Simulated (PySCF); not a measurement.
# H6O6Tb ([Tb(OH)6]2-): the cost of one run

Programs: PySCF 2.14.0, with routines of our own; each step states its level. All values are computed. Atoms count from 0.

### 1 The starting structure

13 atoms, charge -2, states of the metal's open shell are computed; geometry from: model geometry, bond lengths from ionic radii.

### 2 Ligand-field states: state-averaged CASSCF in water

Job settings and geometry (Å):

```
{"job": {"kind": "lf", "basis": {"metal": "x2c-TZVPall", "ligand": "x2c-SVPall"}, "nevpt": false, "solvent": "water", "roots": {"8": 1, "6": 48, "4": 120, "2": 113}}, "charge": -2, "metal": "Tb", "open_shell": "f7"}
Tb     0.000000     0.000000     0.000000
O      0.000000     0.000000     2.130000
H      0.800000     0.000000     2.670000
O      0.000000     0.000000    -2.130000
H     -0.800000     0.000000    -2.670000
O      2.130000     0.000000     0.000000
H      2.670000     0.800000     0.000000
O     -2.130000     0.000000     0.000000
H     -2.670000    -0.800000     0.000000
O      0.000000     2.130000     0.000000
H      0.000000     2.670000     0.800000
O     -0.000000    -2.130000     0.000000
H     -0.000000    -2.670000    -0.800000
```

Level: state-averaged CASSCF of the metal f shell, state-interaction spin-orbit coupling.

The run is started by

```bash
OMP_NUM_THREADS=1 python lf_run.py task.json out
```

This one command runs all jobs of the session in turn.

Q: Estimate the wall time and peak memory of this first job on 1 thread of Arm Neoverse V2, shared host.

About 54 s, with a peak of 0.86 GiB.
